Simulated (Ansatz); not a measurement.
**F3H3Si2: harmonic frequencies at the relaxed geometry**

At which frequencies does F3H3Si2 vibrate? The task is harmonic frequencies at the relaxed geometry, for F3H3Si2. SMILES: F[Si](F)(F)[SiH3].

All numbers are computed with the Python package of Ansatz 0.2.0. Level of theory: PBE0+D3(BJ)/def2-SVP.

## Step 1: The structure

Bond lengths: F1–Si2 1.644 Å, Si2–F3 1.622 Å, Si2–F4 1.658 Å, Si2–Si5 2.311 Å, Si5–H6 1.510 Å, Si5–H7 1.515 Å, Si5–H8 1.466 Å. Angles: F1–Si2–F3 108.8°, F1–Si2–F4 104.9°, F1–Si2–Si5 112.8°, F3–Si2–F4 110.2°, F3–Si2–Si5 109.7°, F4–Si2–Si5 110.4°, Si2–Si5–H6 112.0°, Si2–Si5–H7 111.3°, Si2–Si5–H8 112.8°, H6–Si5–H7 105.8°, H6–Si5–H8 108.0°, H7–Si5–H8 106.5°.

No structure file is read: the coordinates are typed or built in the script.

## Step 2: Script

The input, freq_f3h3si2.py:

```python
"""Harmonic frequencies of F3H3Si2 at its relaxed geometry."""

import itertools

import ansatz as az
from ase import Atoms
from ase.data import atomic_numbers, covalent_radii
from ase.thermochemistry import IdealGasThermo
import numpy as np

geometry_ang = [
    ("F", [1.3728, -1.0866, 1.5478]),
    ("Si", [0.5318, -1.0182, 0.1365]),
    ("F", [-0.549, -2.2273, 0.1138]),
    ("F", [1.6695, -1.2452, -1.0486]),
    ("Si", [-0.5516, 1.001, -0.1626]),
    ("H", [-1.547, 1.2777, 0.938]),
    ("H", [0.4245, 2.16, -0.1366]),
    ("H", [-1.2588, 1.0816, -1.444]),
]
geometry = az.Crystal.molecule()
for symbol, xyz in geometry_ang:
    geometry = geometry.atom(symbol, xyz)

setup = geometry.calculation().basis(gaussian="def2-SVP").functional("PBE0", dispersion="d3bj")
symbols = [site.symbol for site in geometry.cartesian_sites]
start = np.array([site.position_ang for site in geometry.cartesian_sites], dtype=float)
def progress(event):
    if event["event"] == "relax_step":
        row = event["data"]
        print(f"step {row['step']:3d}  E = {row['lagrangian_ev']:.6f} eV  largest force component {row['allowed_force_max_ev_ang']:.4f} eV/A")


r = setup.relax(force_tolerance=0.003, max_steps=100).session().plan().execute(on_event=progress).report
end = np.array(r["positions_ang"])

# pairs closer than 1.2 times the sum of covalent radii, before or after
radius = [covalent_radii[atomic_numbers[s]] for s in symbols]
span = lambda where, i, j: np.linalg.norm(where[i] - where[j])
bonded = [(i, j) for i, j in itertools.combinations(range(len(symbols)), 2) if min(span(start, i, j), span(end, i, j)) < 1.2 * (radius[i] + radius[j])]
print("pair        before    after (A)")
for i, j in bonded:
    print(f"{symbols[i]}{i}-{symbols[j]}{j}".ljust(10), f"{span(start, i, j):8.4f} {span(end, i, j):8.4f}")
for first, second in list(itertools.combinations(bonded, 2)):
    shared = set(first) & set(second)
    if shared and symbols[(j := shared.pop())] != "H":
        i, k = sorted((set(first) | set(second)) - {j})
        u, v = end[i] - end[j], end[k] - end[j]
        angle = np.degrees(np.arccos(np.clip(u @ v / np.linalg.norm(u) / np.linalg.norm(v), -1, 1)))
        print(f"final angle {symbols[i]}{i}-{symbols[j]}{j}-{symbols[k]}{k}: {angle:.2f} deg")

# same settings at the minimum
minimum = az.Crystal.molecule()
for symbol, place in zip(symbols, end):
    minimum = minimum.atom(symbol, place.tolist())
vibrating = (
    minimum.calculation()
    .basis(gaussian="def2-SVP")  # atom-centred Gaussian functions
    .functional("PBE0", dispersion="d3bj")
    .phonons(temperatures=(298.15, 498.15, 100))
)
vib = vibrating.run(threads=1, backend="cpu").report["vibrations"]
sums = vib["harmonic_sums"]
modes = [m["omega_inv_cm"] for m in sums["modes_at_gamma"] if m["rigid_motion"] == "no"]
for number, w in enumerate(modes, start=1):
    print(f"mode {number:2d} {w:9.1f} 1/cm {w / 8065.544 * 1000:8.2f} meV")
print("imaginary modes:", sum(w < 0 for w in modes), " zero-point energy:", round(sums["zero_point_energy_ev"], 4), "eV")
# rigid rotor and ideal gas, symmetry number taken as one
gas = IdealGasThermo(vib_energies=[w / 8065.544 for w in modes if w > 0], geometry="linear" if len(modes) == 3 * len(symbols) - 5 else "nonlinear",
                     atoms=Atoms(symbols, positions=end), symmetrynumber=1, spin=0.0)
print(f"H(298 K) - E = {gas.get_enthalpy(298.15, verbose=False):.4f} eV")
print(f"S(298 K, 1 bar) = {96485.33 * gas.get_entropy(298.15, 1e5, verbose=False):.1f} J/(mol K) with symmetry number 1")

# all hydrogen replaced by deuterium
heavier = vibrating.phonons(masses={"H": 2.014102}).run(threads=1, backend="cpu").report["vibrations"]["harmonic_sums"]
print("deuterated (1/cm):", " ".join(f"{m['omega_inv_cm']:.0f}" for m in heavier["modes_at_gamma"] if m["rigid_motion"] == "no"))
print("zero-point energy falls by", round(sums["zero_point_energy_ev"] - heavier["zero_point_energy_ev"], 4), "eV")
```

## Step 3: The calls as engine input

The package turns the script's settings into the engine's input (first run):

```yaml
crystal:
  periodic: [false, false, false]
  atoms:
    - { symbol: F, position_ang: [1.3728, -1.0866, 1.5478] }
    - { symbol: Si, position_ang: [0.5318, -1.0182, 0.1365] }
    - { symbol: F, position_ang: [-0.549, -2.2273, 0.1138] }
    - { symbol: F, position_ang: [1.6695, -1.2452, -1.0486] }
    - { symbol: Si, position_ang: [-0.5516, 1.001, -0.1626] }
    - { symbol: H, position_ang: [-1.547, 1.2777, 0.938] }
    - { symbol: H, position_ang: [0.4245, 2.16, -0.1366] }
    - { symbol: H, position_ang: [-1.2588, 1.0816, -1.444] }
basis:
  gaussian:
    orbitals: def2-SVP
hamiltonian:
  xc: pbe0
  dispersion: d3bj
relax:
  f_tol: 0.003
  max_steps: 100
```

## Step 4: Launch

On the command line:

```
python freq_f3h3si2.py
```

**Question.** What results will this script give? Wanted: highest frequency; imaginary modes; zero-point energy.

The runs gave:

| quantity | value |
| --- | --- |
| runs compared | 3 |
| highest frequency | 2260 cm⁻¹ |
| imaginary modes | 0 |
| zero-point energy | 0.935 eV |

The dearest, run 3, took some 4.4 times as long as run 1. Run 1: The relaxation took 6 moves; the largest shift is 0.064 Å. All frequencies are real, so the geometry is a minimum. The values are harmonic; measured fundamentals also hold anharmonic shifts, mostly downward for stretches. Notes:
- The frequencies are harmonic and unscaled, in a modest basis. The result belongs to the one conformer reached from this start, and soft torsions count as harmonic oscillators.
- The entropy takes a symmetry number of 1; a symmetric molecule's is lower by R ln(sigma).
